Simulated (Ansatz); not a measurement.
# MnHg: how the settings move a single-point run

Aim: see which settings change the result for MnHg, by how much, and at what cost.

Method: reference: DFT, PBE, PAW with Ansatz's default frozen-core files, scalar-relativistic, in Ansatz 0.2.0.

**1. The system as given**

It takes space group Pm-3m (No. 221, cubic). The conventional cell has a = 3.315 Å, b = 3.315 Å, c = 3.315 Å, α = 90.00°, β = 90.00°, γ = 90.00°. Mn (site symmetry m-3m) has 8 Hg at 2.87 Å as nearest neighbours. Hg (site symmetry m-3m) has 8 Mn at 2.87 Å as nearest neighbours.

Structure file:

```cif
data_structure
_symmetry_space_group_name_H-M 'P 1'
_symmetry_Int_Tables_number 1
_cell_length_a 4.6881
_cell_length_b 4.6881
_cell_length_c 4.6881
_cell_angle_alpha 90.000
_cell_angle_beta 60.000
_cell_angle_gamma 60.000
_cell_volume 72.86
loop_
_atom_site_label
_atom_site_type_symbol
_atom_site_fract_x
_atom_site_fract_y
_atom_site_fract_z
_atom_site_occupancy
Mn1 Mn 0.50000 0.25000 0.75000 1
Mn2 Mn 0.50000 0.75000 0.25000 1
Hg1 Hg 0.00000 0.00000 0.00000 1
Hg2 Hg 0.00000 0.50000 0.50000 1
```

**2. Baseline**

input.yaml reads:

```yaml
crystal:
  lattice:
    - [3.315, 3.315, 0.0]
    - [3.315, 0.0, 3.315]
    - [3.315, 0.0, -3.315]
  atoms:
    - { symbol: Mn, position: [0.5, 0.25, 0.75], spin: 4.0 }
    - { symbol: Mn, position: [0.5, 0.75, 0.25], spin: 4.0 }
    - { symbol: Hg, position: [0.0, 0.0, 0.0] }
    - { symbol: Hg, position: [0.0, 0.5, 0.5] }
magnetization:
  spin_polarized: true
kpoints:
  mp_grid: { grid: [9, 9, 9] }
scf:
  occupations: { method: fermi_dirac, width: 0.1 }
  lower_state_search: "off"
hamiltonian:
  xc: pbe
  pseudopotentials: { kind: paw }
output:
  forces: true
  stress: true
  eigenvalues: true
  populations: true
```

The run is started by

```bash
ansatz run input.yaml --threads 2 --pin off --max-ram 6144MiB --backend cpu --events-out ev --progress --plain --runs-dir out
```

From the output:

```text
[...]
Basis set: ecut = 420 eV, 1411 PW (Γ), exchange–correlation on 64×64×64 points (8 copies of the dense FFT grid, shifted against one another)
[...]
Magnetic group: BNS 221.92 (UNI 1594), of the structure as read, at distance tolerance 4.2e-5 Å
k-points: 35 of 729
[...]
SCF iter   1: F=—  HF=-35425.235029 eV  |F-HF|=—  |Δ(HF+E_count)|=         —  Δρ=6.48e-2 (↑5.10e-2 ↓6.48e-2)  dr2=1.25e1  dr2_m=6.83e-2  M=7.017 μB ∫|m|=7.361 μB  β_m=0.30  ethr=3.10e-3  ⟨swp⟩=5.2  Hψ=10366  notcnv=0  defer=36
preconditioner: auto → Kerker (q_TF=auto, 2.710 Å⁻¹)  [metal: Δε(μ)=0.009 eV  Ē_g=9.070 eV  σ=0.100 eV  W_gap=0.02  n_scr=26 (ndim 8)  ℏωp=26.8 eV  f_vac=0.000  D(μ)=5.61/eV (n_scr^D=58)]
[...]
SCF iter   2: F=—  HF=-35423.686753 eV  |F-HF|=—  |Δ(HF+E_count)|=    1.55e0  Δρ=1.85e-2 (↑1.68e-2 ↓1.85e-2)  dr2=1.60e0  dr2_m=9.03e-3  M=7.501 μB ∫|m|=7.878 μB  β_m=0.30  ethr=3.10e-3  ⟨swp⟩=2.8  Hψ=5441  notcnv=0  defer=149
[...]
SCF iter   9: F=—  HF=-35423.244446 eV  |F-HF|=—  |Δ(HF+E_count)|=   1.65e-6  Δρ=3.46e-5 (↑2.57e-5 ↓3.46e-5)  dr2=2.59e-6  dr2_m=6.19e-8  M=7.740 μB ∫|m|=8.253 μB  β_m=0.97  ethr=1.67e-8  ⟨swp⟩=1.7  Hψ=3559  notcnv=0  defer=141
SCF iter  10: F=-35423.244446 eV  HF=-35423.244446 eV  |F-HF|=7.81e-9  |Δ(HF+E_count)|=   7.56e-8  Δρ=4.88e-6 (↑4.16e-6 ↓4.88e-6)  dr2=3.77e-8  dr2_m=9.16e-10  M=7.740 μB ∫|m|=8.253 μB  ethr=1.43e-10  ⟨swp⟩=8.7  Hψ=15242  notcnv=0
[...]
SCF converged after 10 iterations
Magnetization: 7.7398 μB (38.8699 up, 31.1301 down)
[...]
Free energy (F): -35423.244446 eV
[...]
E sigma→0 (E₀):  -35423.192576 eV
[...]
Fermi energy:    16.247020 eV
[...]
  P = ⅓ Tr σ = 0.1996 GPa (1.996 kbar)
[...]
```

Wall time 3.9 s (2 threads of Intel Xeon 6975P-C (Granite Rapids), shared host); peak memory 0.53 GiB.

**3. Changed: xc rpbe**

Changes to input.yaml since step 2:

```diff
@@ -18,3 +18,3 @@
 hamiltonian:
-  xc: pbe
+  xc: rpbe
   pseudopotentials: { kind: paw }
```

The run is started by

```bash
ansatz run input.yaml --threads 2 --pin off --max-ram 6144MiB --backend cpu --events-out ev --progress --plain --runs-dir out
```

Output:

```text
Engine: ansatz 0.2.0
Pseudopotentials: kind: paw
Pseudopotential: Mn, paw, valence charge 15, recommended cutoff 420 eV (normal)
Pseudopotential: Hg, paw, valence charge 20, recommended cutoff 420 eV (normal)
Functional definition: RPBE
  parameter kappa = 0.804
  parameter beta = 0.06672455060314922
  exchange = rpbe_x(kappa = kappa, mu = beta*pi^2/3)
  correlation = pbe_c(beta = beta)
Crystal: 4 atoms, lattice volume = 72.859 Å³
Basis set: ecut = 420 eV, 1411 PW (Γ), exchange–correlation on 64×64×64 points (8 copies of the dense FFT grid, shifted against one another)
Bands: 47, of which v1, the nominal top of the filled ones, is band 35 counted from 1 (34 counted from 0)
Symmetry: 96 space group operations
Space group: Pm-3m (ITA 221), of the structure as read, at distance tolerance 4.2e-5 Å
Magnetic group: BNS 221.92 (UNI 1594), of the structure as read, at distance tolerance 4.2e-5 Å
k-points: 35 of 729
Non-local potential: Mn, projectors of the file, l = 0: 3, l = 1: 2, l = 2: 3, l = 3: 1
Non-local potential: Hg, projectors of the file, l = 0: 3, l = 1: 2, l = 2: 2, l = 3: 1
PAW form: soft (Blöchl's): semilocal exchange-correlation on the pseudo side does not see the compensation charge
PAW frozen core: Mn, regenerated for the run's functional, and the local potential with it (the file was generated under x = pbe(κ = 0.804, μ = 0.2195149727645171), c = pbe(β = 0.06672455060314922))
PAW frozen core: Hg, regenerated for the run's functional, and the local potential with it (the file was generated under x = pbe(κ = 0.804, μ = 0.2195149727645171), c = pbe(β = 0.06672455060314922))
PAW one-centre angular grid: Mn, 590 points (default); XC on 64 Gauss nodes
PAW one-centre angular grid: Hg, 590 points (default); XC on 64 Gauss nodes
Initial density: superposition of atomic densities (chi_scale 0.1, normalization cell)
Starting moments: Σ|m| = 8 μB on 2 of 4 sites
Initial wavefunctions: pseudopotential atomic-orbital guess
Functional: x = rpbe, c = pbe(β = 0.06672455060314922)
SCF iter   1: F=—  HF=-35463.790549 eV  |F-HF|=—  |Δ(HF+E_count)|=         —  Δρ=6.28e-2 (↑5.25e-2 ↓6.28e-2)  dr2=1.21e1  dr2_m=4.96e-2  M=7.082 μB ∫|m|=7.424 μB  β_m=0.30  ethr=3.10e-3  ⟨swp⟩=5.2  Hψ=10357  notcnv=0  defer=37
preconditioner: auto → Kerker (q_TF=auto, 2.710 Å⁻¹)  [metal: Δε(μ)=0.012 eV  Ē_g=9.145 eV  σ=0.100 eV  W_gap=0.03  n_scr=26 (ndim 8)  ℏωp=26.8 eV  f_vac=0.000  D(μ)=5.57/eV (n_scr^D=58)]
spin=Collinear: Kerker preconditioning applied to the charge; magnetization (m = ρ↑ − ρ↓) channel mixes plain (no charge-response kernel on spin).
SCF iter   2: F=—  HF=-35462.292242 eV  |F-HF|=—  |Δ(HF+E_count)|=    1.50e0  Δρ=1.76e-2 (↑1.68e-2 ↓1.76e-2)  dr2=1.51e0  dr2_m=9.60e-3  M=7.547 μB ∫|m|=7.936 μB  β_m=0.30  ethr=3.10e-3  ⟨swp⟩=2.7  Hψ=5336  notcnv=0  defer=150
Mixer restart at iter 2: flushing history
spin-set hold released at iteration 2 (the charge has settled, or the pull on large starting moments outlasts its swing): the magnetisation degrees of freedom join the quasi-Newton model from the next iteration; the mixer history was flushed
SCF iter   3: F=—  HF=-35462.074734 eV  |F-HF|=—  |Δ(HF+E_count)|=   2.18e-1  Δρ=1.21e-2 (↑1.18e-2 ↓1.21e-2)  dr2=6.71e-1  dr2_m=9.65e-3  M=7.601 μB ∫|m|=8.028 μB  β_m=0.58  ethr=2.16e-3  ⟨swp⟩=1.6  Hψ=4219  notcnv=0  defer=142
SCF iter   4: F=—  HF=-35461.899682 eV  |F-HF|=—  |Δ(HF+E_count)|=   1.75e-1  Δρ=6.32e-3 (↑6.32e-3 ↓4.40e-3)  dr2=3.52e-2  dr2_m=1.24e-2  M=7.718 μB ∫|m|=8.230 μB  β_m=0.69  ethr=9.58e-4  ⟨swp⟩=2.2  Hψ=5151  notcnv=0  defer=142
SCF iter   5: F=—  HF=-35461.909436 eV  |F-HF|=—  |Δ(HF+E_count)|=   9.75e-3  Δρ=5.94e-3 (↑2.67e-3 ↓5.94e-3)  dr2=3.89e-2  dr2_m=2.80e-3  M=7.801 μB ∫|m|=8.329 μB  β_m=0.68  ethr=5.02e-5  ⟨swp⟩=2.2  Hψ=5954  notcnv=0  defer=138
SCF iter   6: F=—  HF=-35461.905754 eV  |F-HF|=—  |Δ(HF+E_count)|=   3.68e-3  Δρ=1.23e-3 (↑1.23e-3 ↓6.06e-4)  dr2=4.35e-4  dr2_m=3.32e-4  M=7.815 μB ∫|m|=8.354 μB  β_m=0.80  ethr=5.02e-5  ⟨swp⟩=2.0  Hψ=5020  notcnv=0  defer=138
SCF iter   7: F=—  HF=-35461.906233 eV  |F-HF|=—  |Δ(HF+E_count)|=   4.79e-4  Δρ=5.21e-4 (↑5.21e-4 ↓3.51e-4)  dr2=3.30e-4  dr2_m=1.49e-5  M=7.818 μB ∫|m|=8.357 μB  β_m=0.90  ethr=6.22e-7  ⟨swp⟩=2.0  Hψ=5168  notcnv=0  defer=138
SCF iter   8: F=—  HF=-35461.906245 eV  |F-HF|=—  |Δ(HF+E_count)|=   1.15e-5  Δρ=1.12e-4 (↑4.58e-5 ↓1.12e-4)  dr2=1.73e-5  dr2_m=1.29e-6  M=7.823 μB ∫|m|=8.362 μB  β_m=0.95  ethr=4.71e-7  ⟨swp⟩=2.4  Hψ=4581  notcnv=0  defer=138
SCF iter   9: F=—  HF=-35461.906252 eV  |F-HF|=—  |Δ(HF+E_count)|=   7.44e-6  Δρ=4.25e-5 (↑3.01e-5 ↓4.25e-5)  dr2=3.62e-6  dr2_m=1.12e-7  M=7.824 μB ∫|m|=8.363 μB  β_m=0.97  ethr=2.48e-8  ⟨swp⟩=2.0  Hψ=3755  notcnv=0  defer=138
iter 10 met the thresholds in force, and the SCF goes on: an eigenvalue changes by 0.79 meV, over its tolerance of 0.50 meV (output.eigenvalues, Limitations)
SCF iter  10: F=-35461.906252 eV  HF=-35461.906252 eV  |F-HF|=2.43e-8  |Δ(HF+E_count)|=   2.51e-7  Δρ=6.05e-6 (↑5.28e-6 ↓6.05e-6)  dr2=6.75e-8  dr2_m=7.53e-10  M=7.824 μB ∫|m|=8.363 μB  β_m=0.99  ethr=1.43e-10  ⟨swp⟩=8.8  Hψ=15554  notcnv=0
SCF iter  11: F=-35461.906252 eV  HF=-35461.906252 eV  |F-HF|=6.32e-9  |Δ(HF+E_count)|=   9.01e-9  Δρ=2.00e-6 (↑1.72e-6 ↓2.00e-6)  dr2=8.85e-9  dr2_m=4.96e-11  M=7.824 μB ∫|m|=8.363 μB  ethr=9.64e-11  ⟨swp⟩=2.0  Hψ=8829  notcnv=0
SCF 1 converged in 11 iterations: F = -35461.906252 eV  dr2 = 8.85e-9
SCF converged after 11 iterations
an eigenvalue changed by more than its tolerance at an iteration that met the thresholds in force, so the SCF went on 1 time: the last check found none over its tolerance
Magnetization: 7.8243 μB (38.9122 up, 31.0878 down)
Absolute magnetization: 8.3713 μB (∫|ρ↑−ρ↓|, with the PAW one-centre terms)
Spin contamination: 0.2973 ħ² per cell (⟨S²⟩ above its minimum at these occupations)
Per-site moments (μB) at R_I (Å): [(3.895983255077576, 1.1842356130874832), (3.895983255077576, 1.1842356130874832), (-0.02906562137866048, 1.1842356130874832), (-0.02906562137866048, 1.1842356130874832)]
Free energy (F): -35461.906252 eV
Harris-Foulkes:  -35461.906252 eV  (|F-HF|=6.32e-9)
Internal energy: -35461.807442 eV  (E = F + TS)
E sigma→0 (E₀):  -35461.856847 eV
Entropy (-TS):   -0.098811 eV (-24.703 meV/atom)
Fermi energy:    16.417259 eV
--- Per-component energies (eV) ---
  E_band       = -1184.582960
  E_kinetic    = 1809.155744
  E_local      = -8498.675119  (includes V_loc(G=0)·N_el)
  E_nonlocal   = 638.586182
  E_hartree    = 3585.231749
  E_xc         = -666.668238
  E_vxc        = -812.144048  (∫ρ·V_xc dr)
  E_paw        = -22536.282966  (= ΣΔE_a)
  E_vpaw       = -1491.968207  (= ΣTr[D̂ρ^β])
  E_aug_tail   = 0.002004  (compensation charges beyond the density's cutoff)
  E_ewald      = -9792.942636
  E_core_change = -0.214162  (= ΣΔE_core)
  E_smearing   = -0.098811  (= −TS)
  E_closure    = 0.000000  (closes the sum)
  Σ components = -35461.906252   (vs F -35461.906252, Δ=0.00e0)
--- Forces (eV/Å), atoms counted from 1 ---
  atom   1  Mn     0.00000000     0.00000000     0.00000000
  atom   2  Mn     0.00000000     0.00000000     0.00000000
  atom   3  Hg     0.00000000    -0.00000000    -0.00000000
  atom   4  Hg     0.00000000    -0.00000000    -0.00000000
  max |Σ_I F_I| component: 2.24e-27 eV/Å
--- Stress (GPa, compression-positive) ---
        3.890768       0.000000      -0.000000
       -0.000000       3.890768      -0.000000
        0.000000      -0.000000       3.890768
  P = ⅓ Tr σ = 3.8908 GPa (38.908 kbar)
--- Band table (eV; the first three rows and the last of 70) ---
  k-point 0 ↑: bands = ["-99.1152", "-99.1145", "-65.1599", "-65.1572", "-47.5784", "-47.5784", "-47.5784", "-47.5680", "-47.5680", "-47.5680", "-33.8595", "-33.8595", "-33.8595", "-33.8458", "-33.8458", "-33.8458", "6.7464", "8.0980", "8.0980", "8.2660", "8.2660", "8.2660", "9.2367", "9.2367", "9.2367", "9.8848", "9.8848", "12.6354", "12.6354", "12.6354", "13.4140", "13.4140", "14.2793", "14.2793", "14.2793", "14.3440", "14.3440", "16.8825", "20.4803", "20.4803", "20.4803", "20.7782", "21.1802", "21.1802", "21.1802", "21.2193", "21.2193"]
  k-point 1 ↑: bands = ["-99.1152", "-99.1146", "-65.1598", "-65.1573", "-47.5782", "-47.5781", "-47.5781", "-47.5684", "-47.5684", "-47.5683", "-33.8591", "-33.8591", "-33.8590", "-33.8463", "-33.8462", "-33.8462", "6.8919", "8.1438", "8.1438", "8.2583", "8.2950", "8.2950", "9.2126", "9.2126", "9.2374", "9.8061", "9.8061", "12.4560", "12.7228", "12.7228", "13.4093", "13.4093", "14.1655", "14.2504", "14.2504", "14.3062", "14.3062", "16.8217", "19.1224", "19.9842", "19.9842", "20.8054", "20.9414", "21.0437", "21.0437", "21.8996", "21.8996"]
  k-point 2 ↑: bands = ["-99.1151", "-99.1146", "-65.1596", "-65.1575", "-47.5773", "-47.5772", "-47.5772", "-47.5693", "-47.5693", "-47.5692", "-33.8579", "-33.8579", "-33.8578", "-33.8477", "-33.8474", "-33.8474", "7.3114", "8.2603", "8.2756", "8.2756", "8.3793", "8.3793", "9.1401", "9.1401", "9.2245", "9.6025", "9.6025", "11.9409", "12.9431", "12.9431", "13.4087", "13.4087", "13.9215", "14.1671", "14.1671", "14.1968", "14.1968", "16.1936", "18.4651", "19.4991", "19.4991", "20.1301", "20.6134", "20.6134", "21.7022", "23.0625", "23.0625"]
  k-point 34 ↓: bands = ["-99.0837", "-99.0837", "-61.0126", "-61.0123", "-47.5440", "-47.5438", "-47.5384", "-47.5363", "-47.5309", "-47.5307", "-29.7645", "-29.7644", "-29.7557", "-29.7525", "-29.7442", "-29.7440", "8.2917", "8.3138", "8.3544", "8.4741", "8.8688", "8.8970", "8.9150", "9.0486", "9.1606", "9.1977", "11.1936", "11.7632", "13.4179", "13.4929", "16.3952", "16.5887", "16.7881", "16.8983", "17.2565", "17.4680", "17.7580", "17.7626", "18.5008", "18.5186", "21.2707", "21.9994", "22.9697", "24.2400", "26.7668", "26.9542", "27.6299"]
--- Löwdin populations: 4 sites ---
  site symbol       q [e]    m [muB]
     0     Mn     14.8253     4.0443
     1     Mn     14.8253     4.0443
     2     Hg     19.3578     0.0081
     3     Hg     19.3578     0.0081
  spilling = 0.023339 (of n_electrons = 70.000000)
```

It took 4.9 s on 2 threads of Intel Xeon 6975P-C (Granite Rapids), shared host; peak memory 0.53 GiB.

Total energies don't compare across a change of functional; the pressure goes from 0.2 to 3.9 GPa and the absolute moment goes from 8.26 to 8.37 μB. At this fixed cell a higher pressure means that this functional prefers a larger volume than the reference.

**4. All runs together**

```csv
run,ending,energy change,pressure (GPa),abs. moment (μB),force (eV/Å),cycles,time
reference,converged,-,0.2,8.26,0.00,10,3.9 s
1: xc rpbe,converged,not comparable,3.9,8.37,0.00,11,4.9 s
```

Residual by cycle in the longest SCF loop of each run; runs are numbered as in the table. The quantity is the density residual dr2, in eV.

```csv
cycle,reference,run 1
1,12.5,12.1
2,1.6,1.51
3,0.72,0.671
4,0.0333,0.0352
5,0.0344,0.0389
6,5.1e-4,4.4e-4
7,3.6e-4,3.3e-4
8,1.2e-5,1.7e-5
9,2.6e-6,3.6e-6
10,3.8e-8,6.8e-8
11,-,8.8e-9
```

What this shows: Total energies don't compare across a change of functional; the pressure goes from 0.2 to 3.9 GPa and the absolute moment goes from 8.26 to 8.37 μB. At this fixed cell a higher pressure means that this functional prefers a larger volume than the reference.
